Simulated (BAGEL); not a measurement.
# HF/6-31G(d) (density fitting with qzvpp-jkfit, spherical functions) run of B2F4 (SMILES FB(F)B(F)F)

What is the vertical ionisation energy of B2F4 at HF/6-31G* (density fitting with qzvpp-jkfit, spherical functions)? 

The results are computed with BAGEL 1.2.2.

1 further run of the same task is left out (set aside as unsound or not needed).

### Step 1. Starting point

The species is B2F4 (6 atoms), meant as a singlet with charge 0. As SMILES, `FB(F)B(F)F`. The coordinates come from a GFN2-xTB relaxation.

Bond lengths: F1–B2 1.316 Å, B2–F3 1.316 Å, B2–B4 1.718 Å, B4–F5 1.316 Å, B4–F6 1.316 Å. Angles: F1–B2–F3 112.3°, F1–B2–B4 123.8°, F3–B2–B4 123.8°, B2–B4–F5 123.8°, B2–B4–F6 123.8°, F5–B4–F6 112.3°.

### Step 2. The energy at HF/6-31G(d) (density fitting with qzvpp-jkfit, spherical functions)

The input, input.json:

```json
{ "bagel": [

{
  "title": "molecule",
  "basis": "6-31gs.json",
  "df_basis": "qzvpp-jkfit",
  "angstrom": true,
  "geometry": [
    { "atom": "F", "xyz": [    0.772690,   -0.727760,    1.613350 ] },
    { "atom": "B", "xyz": [    0.286610,   -0.709500,    0.390460 ] },
    { "atom": "F", "xyz": [    0.292020,   -1.901020,   -0.167640 ] },
    { "atom": "B", "xyz": [   -0.286590,    0.709540,   -0.390440 ] },
    { "atom": "F", "xyz": [   -0.775350,    0.727110,   -1.612260 ] },
    { "atom": "F", "xyz": [   -0.289380,    1.901640,    0.166510 ] }
  ]
},
{ "title": "hf" },
{ "title": "print", "file": "orbitals.molden", "orbitals": true }

]}
```

The basis set 6-31G* is read from a file made from the Basis Set Exchange's data (not shown).

Command:

```bash
BAGEL_NUM_THREADS=1 BAGEL input.json > input.out
```

The program printed:

```text
* using 1 threads per process

  ===============================================================
  ===============================================================

  *** Geometry ***

  { "atom" : "F", "xyz" : [      1.460172,     -1.375267,      3.048790 ] },
  { "atom" : "B", "xyz" : [      0.541614,     -1.340761,      0.737862 ] },
  { "atom" : "F", "xyz" : [      0.551838,     -3.592407,     -0.316794 ] },
  { "atom" : "B", "xyz" : [     -0.541577,      1.340836,     -0.737825 ] },
  { "atom" : "F", "xyz" : [     -1.465199,      1.374039,     -3.046730 ] },
  { "atom" : "F", "xyz" : [     -0.546849,      3.593579,      0.314658 ] },

  Number of auxiliary basis functions:      458

  Since a DF basis is specified, we compute 2- and 3-index integrals:
    o Being stored without compression. Storage requirement is 0.026 GB

  Number of basis functions:       84
  Number of electrons      :       46

    * METHOD: MOLECULE                             0.21

  *** RHF ***

  === Nuclear Repulsion ===
   203.9186371614

      * DIIS with orbital gradients will be used.

  === RHF iteration (6-31gs.json) ===
      0       -447.03497746          0.02608209           0.06
      1       -447.23846749          0.01723553           0.06
      2       -447.35584831          0.00118374           0.06
      3       -447.35689699          0.00011892           0.06
      4       -447.35690946          0.00002176           0.05
      5       -447.35690989          0.00000546           0.06
      6       -447.35690992          0.00000133           0.05
      7       -447.35690992          0.00000033           0.06
      8       -447.35690992          0.00000014           0.06
      9       -447.35690992          0.00000003           0.05
     10       -447.35690992          0.00000001           0.06
    * SCF iteration converged.

    * Permanent dipole moment:
           (   -0.000016,    -0.000027,     0.000020) a.u.

    * METHOD: HF                                   0.73

    * METHOD: PRINT                                0.02

  ===============================================================
```

Run time: 1.1 s. Hardware: 1 thread of Arm Neoverse V1, shared host; peak memory 0.11 GiB.

### Step 3. The doublet cation

The input, job.json:

```json
{ "bagel" : [

{
  "title" : "molecule",
  "basis" : "6-31gs.json",
  "df_basis" : "qzvpp-jkfit",
  "angstrom" : true,
  "geometry" : [
    { "atom" : "F", "xyz" : [    0.772690,   -0.727760,    1.613350 ] },
    { "atom" : "B", "xyz" : [    0.286610,   -0.709500,    0.390460 ] },
    { "atom" : "F", "xyz" : [    0.292020,   -1.901020,   -0.167640 ] },
    { "atom" : "B", "xyz" : [   -0.286590,    0.709540,   -0.390440 ] },
    { "atom" : "F", "xyz" : [   -0.775350,    0.727110,   -1.612260 ] },
    { "atom" : "F", "xyz" : [   -0.289380,    1.901640,    0.166510 ] }
  ]
},
{ "title" : "uhf", "charge" : 1, "nopen" : 1 },
{ "title" : "print", "file" : "orbitals.molden", "orbitals" : true }

]}
```

The basis set 6-31G* is read from a file made from the Basis Set Exchange's data (not shown).

Command:

```bash
BAGEL_NUM_THREADS=1 BAGEL job.json > job.out
```

The program printed:

```text
* using 1 threads per process

  ===============================================================
  ===============================================================

  *** Geometry ***

  { "atom" : "F", "xyz" : [      1.460172,     -1.375267,      3.048790 ] },
  { "atom" : "B", "xyz" : [      0.541614,     -1.340761,      0.737862 ] },
  { "atom" : "F", "xyz" : [      0.551838,     -3.592407,     -0.316794 ] },
  { "atom" : "B", "xyz" : [     -0.541577,      1.340836,     -0.737825 ] },
  { "atom" : "F", "xyz" : [     -1.465199,      1.374039,     -3.046730 ] },
  { "atom" : "F", "xyz" : [     -0.546849,      3.593579,      0.314658 ] },

  Number of auxiliary basis functions:      458

  Since a DF basis is specified, we compute 2- and 3-index integrals:
    o Being stored without compression. Storage requirement is 0.026 GB

  Number of basis functions:       84
  Number of electrons      :       46

    * METHOD: MOLECULE                             0.21

  *** Open-shell HF ***

  === Nuclear Repulsion ===
   203.9186371614

      * DIIS with orbital gradients will be used.

  === UHF iteration (6-31gs.json) ===
      0       -446.49671733          0.05570113           0.12
      1       -446.68560400          0.04339258           0.11
      2       -446.78139460          0.02957958           0.11
      3       -446.86839087          0.00123419           0.11
      4       -446.86908663          0.00049238           0.11
      5       -446.86923459          0.00018625           0.11
      6       -446.86926346          0.00006433           0.11
      7       -446.86926941          0.00001861           0.11
      8       -446.86927062          0.00000766           0.11
      9       -446.86927085          0.00000306           0.11
     10       -446.86927090          0.00000132           0.11
     11       -446.86927091          0.00000063           0.11
     12       -446.86927091          0.00000019           0.11
     13       -446.86927091          0.00000005           0.11
     14       -446.86927091          0.00000002           0.12
     15       -446.86927091          0.00000001           0.11
     16       -446.86927091          0.00000001           0.11
    * SCF iteration converged.

    * S^2 (UHF) is 0.7610

    * Permanent dipole moment:
           (   -0.000033,    -0.000075,    -0.000011) a.u.

    * METHOD: UHF                                  2.05

    * METHOD: PRINT                                0.02

  ===============================================================
```

It took 2.4 s on 1 thread of Arm Neoverse V1, shared host; peak memory 0.11 GiB.

### Step 4. Outcome

At HF/6-31G* (density fitting with qzvpp-jkfit, spherical functions):

| quantity | value |
| --- | --- |
| singlet B2F4: total energy | -447.35691 Eh |
| singlet B2F4: dipole moment | 0.00 D |
| singlet B2F4: HOMO energy | -14.40 eV |
| singlet B2F4: LUMO energy | 1.72 eV |
| singlet B2F4: HOMO–LUMO gap | 16.13 eV |
| doublet cation: total energy | -446.86927 Eh |
| doublet cation: ⟨S²⟩ | 0.761 |
| vertical ionisation energy (to the doublet cation) | 13.269 eV |

The vertical ionisation energy comes to 13.27 eV (1280 kJ/mol). The negative HOMO energy of the first species, 14.40 eV, lies 1.13 eV above that difference.
